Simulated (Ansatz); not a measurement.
# One shape, several levels: CH6AlFOSi (SMILES [CH3][Al]([OH])[SiH2]F)

Wanted: a comparison of 6 runs (HF/STO-3G, HF/3-21G, HF/def2-SVP, BLYP/def2-TZVP, MP2/6-31+G*, CCSD(T)/3-21G) of CH6AlFOSi. 

The results are computed with Ansatz 0.2.0.

1 further run of the same task is left out (it didn't finish).

### Step 1. The structure to begin with

The species is CH6AlFOSi (11 atoms), meant as a singlet with charge 0. As SMILES, `[CH3][Al]([OH])[SiH2]F`. The shape is that of a PBE0-D4/def2-TZVP optimisation. This is one conformer, not always the lowest.

Bond lengths: C1–Al2 1.942 Å, Al2–O3 1.699 Å, Al2–Si4 2.473 Å, Si4–F5 1.618 Å, C1–H6 1.093 Å, C1–H7 1.095 Å, C1–H8 1.095 Å, O3–H9 0.956 Å, Si4–H10 1.493 Å, Si4–H11 1.493 Å. Some angles: C1–Al2–O3 118.3°, C1–Al2–Si4 125.2°, O3–Al2–Si4 116.5°, Al2–Si4–F5 108.7°, Al2–C1–H6 111.4°, Al2–C1–H7 111.3°, Al2–C1–H8 111.3°, Al2–O3–H9 122.7°, Al2–Si4–H10 114.0°, Al2–Si4–H11 114.0°.

### Step 2. Energy and forces at HF/STO-3G (run 1)

Contents of in.yaml:

```yaml
crystal:
  periodic: [false, false, false]
  atoms:
    - {symbol: C, position_ang: [-1.366500, 0.129900, 1.541200]}
    - {symbol: Al, position_ang: [-0.007100, 0.532300, 0.214000]}
    - {symbol: O, position_ang: [0.601000, 2.117400, 0.138600]}
    - {symbol: Si, position_ang: [0.930200, -1.088900, -1.400800]}
    - {symbol: F, position_ang: [2.031600, -0.334000, -2.314900]}
    - {symbol: H, position_ang: [-1.616200, 1.011600, 2.136400]}
    - {symbol: H, position_ang: [-1.033600, -0.657700, 2.224800]}
    - {symbol: H, position_ang: [-2.286000, -0.233000, 1.070700]}
    - {symbol: H, position_ang: [1.270800, 2.384100, -0.489700]}
    - {symbol: H, position_ang: [-0.079700, -1.669000, -2.334400]}
    - {symbol: H, position_ang: [1.620600, -2.249700, -0.765300]}
basis:
  gaussian:
    orbitals: STO-3G
hamiltonian:
  xc: hf
accuracy: high
output: {forces: true, orbitals: {seedname: orbitals}}
```

Command:

```
$ ansatz run in.yaml --threads 1 --pin off --max-ram 2610MiB --events-out events.jsonl --progress --plain --runs-dir runs
```

Standard output, shortened:

```text
Warning: RAYON_NUM_THREADS=1 ignored (pool sized by the plan → 1); use --threads N
Functional definition: HF
  name "HF"
[...]
792 factors; integrals over basis functions are off by at most 1.7e-8 eV
[...]
mean field -20067.44804284 eV, -737.4651133696 hartree, gradient 1.3e-8 eV, S^2 0.000000; 0 other end points of the search recorded, 0 dependent functions left out
[...]
reference -20067.44804284 eV, -737.4651133696 hartree; 28, 28 occupied and 11, 11 virtual orbitals, 792 factors
Total energy: -20067.44804284 eV, -737.4651133696 hartree
Atom 0 at    -1.366500     0.129900     1.541200 Å, force     0.533599     0.110738    -0.543460 eV/Å
Atom 1 at    -0.007100     0.532300     0.214000 Å, force     1.164745    -0.488356    -1.441934 eV/Å
Atom 2 at     0.601000     2.117400     0.138600 Å, force    -2.128323    -1.196710     1.867659 eV/Å
Atom 3 at     0.930200    -1.088900    -1.400800 Å, force    -1.961699    -0.483210     1.944716 eV/Å
Atom 4 at     2.031600    -0.334000    -2.314900 Å, force     0.632508     0.272729    -0.584406 eV/Å
Atom 5 at    -1.616200     1.011600     2.136400 Å, force     0.029867    -0.439497    -0.192448 eV/Å
Atom 6 at    -1.033600    -0.657700     2.224800 Å, force    -0.163711     0.420527    -0.258893 eV/Å
Atom 7 at    -2.286000    -0.233000     1.070700 Å, force     0.393080     0.232023     0.252924 eV/Å
Atom 8 at     1.270800     2.384100    -0.489700 Å, force     1.116999    -0.254094    -1.305583 eV/Å
Atom 9 at    -0.079700    -1.669000    -2.334400 Å, force     1.130076     0.592318     0.996532 eV/Å
Atom 10 at     1.620600    -2.249700    -0.765300 Å, force    -0.747142     1.233532    -0.735107 eV/Å
Dipole moment:    -0.131950    -0.052397     0.123491 e Å
```

Run time: 0.74 s. Hardware: 1 thread of AMD EPYC 9R45 (Zen 5), shared host; peak memory 0.11 GiB.

### Step 3. Energy and gradient at HF/3-21G (run 2)

Edit in.yaml of step 2 so:

```diff
@@ -15,7 +15,7 @@
 basis:
-  gaussian:
-    orbitals: STO-3G
-hamiltonian:
-  xc: hf
+  gaussian: {orbitals: 3-21G.json}
+hamiltonian: {xc: hf}
 accuracy: high
 output: {forces: true, orbitals: {seedname: orbitals}}
+magnetization: {spin_polarized: false}
+total_charge: 0
```

The basis set 3-21G is read from a file made from the Basis Set Exchange's data (not shown).

Command:

```
$ ansatz run in.yaml --threads 1 --pin off --max-ram 2610MiB --events-out events.jsonl --progress --plain --runs-dir runs
```

Standard output, shortened:

```text
Warning: RAYON_NUM_THREADS=1 ignored (pool sized by the plan → 1); use --threads N
[... 2 set-up lines as earlier in the session ...]
[...]
1485 factors; integrals over basis functions are off by at most 9.1e-9 eV
[...]
mean field -20206.97142610 eV, -742.5925031318 hartree, gradient 4.6e-8 eV, S^2 0.000000; 0 other end points of the search recorded, 0 dependent functions left out
[...]
reference -20206.97142610 eV, -742.5925031318 hartree; 28, 28 occupied and 37, 37 virtual orbitals, 1485 factors
Total energy: -20206.97142610 eV, -742.5925031318 hartree
Atom 0 at    -1.366500     0.129900     1.541200 Å, force    -0.489798    -0.308222     0.414195 eV/Å
Atom 1 at    -0.007100     0.532300     0.214000 Å, force     0.145998    -0.064787    -0.180823 eV/Å
Atom 2 at     0.601000     2.117400     0.138600 Å, force     0.069483    -0.317846    -0.192953 eV/Å
Atom 3 at     0.930200    -1.088900    -1.400800 Å, force    -0.851181    -0.911717     0.584203 eV/Å
Atom 4 at     2.031600    -0.334000    -2.314900 Å, force     0.964742     0.829454    -0.738489 eV/Å
Atom 5 at    -1.616200     1.011600     2.136400 Å, force     0.083665    -0.176345    -0.154394 eV/Å
Atom 6 at    -1.033600    -0.657700     2.224800 Å, force    -0.094148     0.165699    -0.065940 eV/Å
Atom 7 at    -2.286000    -0.233000     1.070700 Å, force     0.122093     0.092440     0.132577 eV/Å
Atom 8 at     1.270800     2.384100    -0.489700 Å, force     0.240014     0.654112    -0.019213 eV/Å
Atom 9 at    -0.079700    -1.669000    -2.334400 Å, force    -0.056538     0.005235     0.145982 eV/Å
Atom 10 at     1.620600    -2.249700    -0.765300 Å, force    -0.134330     0.031977     0.074856 eV/Å
Dipole moment:    -0.216230    -0.161994     0.174309 e Å
```

It took 1.1 s on 1 thread of AMD EPYC 9R45 (Zen 5), shared host; peak memory 0.17 GiB.

Runs 3 to 5 aren't shown in full; the table further down has their settings and results.

### Step 4. Energy and gradient at CCSD(T)/3-21G (run 6)

Contents of input.yaml:

```yaml
crystal:
  periodic: [false, false, false]
  atoms:
    - symbol: C
      position_ang: [-1.366500, 0.129900, 1.541200]
    - symbol: Al
      position_ang: [-0.007100, 0.532300, 0.214000]
    - symbol: O
      position_ang: [0.601000, 2.117400, 0.138600]
    - symbol: Si
      position_ang: [0.930200, -1.088900, -1.400800]
    - symbol: F
      position_ang: [2.031600, -0.334000, -2.314900]
    - symbol: H
      position_ang: [-1.616200, 1.011600, 2.136400]
    - symbol: H
      position_ang: [-1.033600, -0.657700, 2.224800]
    - symbol: H
      position_ang: [-2.286000, -0.233000, 1.070700]
    - symbol: H
      position_ang: [1.270800, 2.384100, -0.489700]
    - symbol: H
      position_ang: [-0.079700, -1.669000, -2.334400]
    - symbol: H
      position_ang: [1.620600, -2.249700, -0.765300]
basis:
  gaussian:
    orbitals: 3-21G.json
magnetization:
  spin_polarized: false
  initial_magnetization: 0
correlation:
  method: ccsd_t
  frozen_orbitals: {Al: 5, C: 1, F: 1, H: 0, O: 1, Si: 5}
accuracy: high
scf:
  omitted_lower_state_checks: [cluster_reference, increment]
output: {forces: true, orbitals: {seedname: orbitals}}
```

The basis set 3-21G is read from a file made from the Basis Set Exchange's data (not shown).

Command:

```
$ ansatz run input.yaml --threads 1 --pin off --max-ram 2610MiB --events-out events.jsonl --progress --plain --runs-dir runs
```

Standard output:

```text
Warning: RAYON_NUM_THREADS=1 ignored (pool sized by the plan → 1); use --threads N
[... 12 lines left out ...]
13 core orbitals not correlated: weight in the atoms' cores, before any rotation towards them, 1.000 or more for the frozen orbitals, at most 0.000 for the correlated occupied ones
[... 25 lines left out ...]
Total energy: -20219.37157427 eV, -743.0482001721 hartree
[... 11 lines left out ...]
Dipole moment:    -0.150572    -0.065346     0.138801 e Å
Checks for a lower state left out: cluster_reference, increment
```

It took 9.6 s on 1 thread of AMD EPYC 9R45 (Zen 5), shared host; peak memory 0.35 GiB.

### Step 5. Overview of the runs

```csv
run,level,frozen core orbitals,energy (Eh),dipole moment (D),HOMO energy (eV),LUMO energy (eV),wall time
1,HF/STO-3G,–,-737.465113,0.90,-6.86,8.75,0.74 s
2,HF/3-21G,–,-742.592503,1.54,-10.06,1.75,1.1 s
3,HF/def2-SVP,–,-746.288611,1.39,-10.15,1.76,3.6 s
4,BLYP/def2-TZVP,–,-748.893065,1.07,-6.05,-1.79,17 s
5,MP2/6-31+G* (spherical functions),13,-747.224910,1.37,-10.20,1.20,8.1 s
6,CCSD(T)/3-21G,13,-743.048200,1.03,-10.06,1.75,9.6 s
```

### Step 6. Summary of results

| quantity | value |
| --- | --- |
| run 6: total energy | -743.04820 Eh |
| run 6: dipole moment (correlated density) | 1.03 D |
| run 6: HOMO energy (Hartree–Fock orbitals) | -10.06 eV |
| run 6: LUMO energy (Hartree–Fock orbitals) | 1.75 eV |
| run 6: HOMO–LUMO gap (Hartree–Fock orbitals) | 11.80 eV |
| run 6: correlation energy (13 core orbitals frozen) | -455.7 mEh |
| run 6: (T) correction | -9.09 mEh |
| run 6: T1 diagnostic | 0.015 |
| run 6: largest force on an atom | 2.325 eV/Å |

In words: The dipole moment (its size) runs from 0.90 D (HF/STO-3G) to 1.54 D (HF/3-21G). Over runs 1, 2, 3, 4 the HOMO–LUMO gap runs from 4.26 eV (BLYP/def2-TZVP) to 15.62 eV (HF/STO-3G). The two ends differ in method and basis. In run 1 the basis is minimal, so the values are rough. All runs together took 40 s, the longest 17 s.
